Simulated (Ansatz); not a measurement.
**BrClGaH₂N: a ladder of functionals and wavefunction methods**

One table from this session's results is given with a row withheld; the runs are named, their logs left out.

Computed with Ansatz 0.2.0, Gaussian basis. Level: functionals in def2-TZVPP, the program's frozen cores in correlated methods.

Levels to be run: LDA (SPW92), PBE-D4, revPBE-D4, BLYP-D4, r2SCAN-D4, B97M-V, PBE0-D4, B3LYP-D4, r2SCANh-D4, r2SCAN0-D4, HSE06-D4, BHLYP-D4, CAM-B3LYP-D4, LC-ωPBE, ωB97X-V, ωB97M-V, B2PLYP, PBE-QIDH; CCSD(T)/def2-SVP; CCSD(T)/def2-TZVPP; MP2/def2-QZVPP; extrapolation to the limit; RPA on PBE.

**Structure used throughout**

The geometry comes from an earlier relaxation with PBE0-D4 in a triple-zeta def2 set; it is a stationary point.

SMILES `[NH2][Ga]([Cl])[Br]`, 6 atoms, charge 0, spin multiplicity 1.

Atoms are counted from 1 here; the program's logs count them from 0.

Bond lengths: N1–Ga2 1.792 Å, N1–H5 1.005 Å, N1–H6 1.005 Å, Ga2–Cl3 2.127 Å, Ga2–Br4 2.268 Å. Angles: Ga2–N1–H5 123.0°, Ga2–N1–H6 122.9°, H5–N1–H6 113.7°, N1–Ga2–Cl3 119.9°, N1–Ga2–Br4 120.9°, Cl3–Ga2–Br4 119.3°.

As a file:

```xyz
6

N    -0.0913    1.0686   -0.0384
Ga    0.1033   -0.7123    0.0007
Cl    1.9862   -1.5609    0.5076
Br   -1.6282   -2.0833   -0.5132
H    -0.9689    1.5195   -0.2278
H     0.6410    1.7044    0.2248
```

Set-up of the first run:

File in.yaml:

```yaml
crystal:
  periodic: [false, false, false]
  atoms:
    - {symbol: N, position_ang: [-0.091305, 1.068589, -0.038441]}
    - {symbol: Ga, position_ang: [0.103339, -0.712257, 0.000690]}
    - {symbol: Cl, position_ang: [1.986195, -1.560930, 0.507609]}
    - {symbol: Br, position_ang: [-1.628234, -2.083344, -0.513233]}
    - {symbol: H, position_ang: [-0.968930, 1.519549, -0.227770]}
    - {symbol: H, position_ang: [0.641035, 1.704394, 0.224845]}
basis:
  gaussian: {orbitals: def2-TZVPP}
hamiltonian: {xc: lda}
output: {orbitals: {seedname: orbitals}}
```

Among the steps run: LDA; PBE-D4 (GGA); revPBE-D4 (GGA); BLYP-D4 (GGA); r2SCAN-D4 (meta-GGA); B97M-V (meta-GGA); PBE0-D4 (hybrid); B3LYP-D4 (hybrid); r2SCANh-D4 (hybrid); r2SCAN0-D4 (hybrid); HSE06-D4 (hybrid); BHLYP-D4 (hybrid); CAM-B3LYP-D4 (range-separated); LC-ωPBE-D4 (range-separated; the results give it without D4); ωB97X-V (range-separated); ωB97M-V (range-separated); B2PLYP (double hybrid); PBE-QIDH (double hybrid).

One of the session's tables, all rows but one given; the rest of the session is left out.

It belongs to the step «Frontier levels by functional». 

| functional | HOMO (eV) | gap (eV) |
| --- | --- | --- |
| LDA (SPW92) | -6.83 | 4.46 |
| PBE-D4 | -6.62 | 4.55 |
| revPBE-D4 | -6.54 | 4.60 |
| BLYP-D4 | -6.48 | 4.44 |
| r2SCAN-D4 | -6.94 | 5.16 |
| B97M-V | -6.96 | 5.13 |
| PBE0-D4 | -8.02 | 6.88 |
| B3LYP-D4 | -7.76 | 6.29 |
| r2SCANh-D4 | -7.46 | 6.01 |
| r2SCAN0-D4 | -8.24 | 7.28 |
| HSE06-D4 | -7.61 | 6.10 |
| BHLYP-D4 | -9.31 | 9.06 |
| CAM-B3LYP-D4 | ? | ? |
| LC-ωPBE | -10.90 | 12.03 |
| ωB97X-V | -10.49 | 11.44 |
| ωB97M-V | -10.37 | 11.10 |

Estimate the missing values for CAM-B3LYP-D4.

The run gave: HOMO (eV): -9.45; gap (eV): 9.26. In the column «HOMO (eV)» it lies between ωB97M-V (-10.37) and BHLYP-D4 (-9.31).
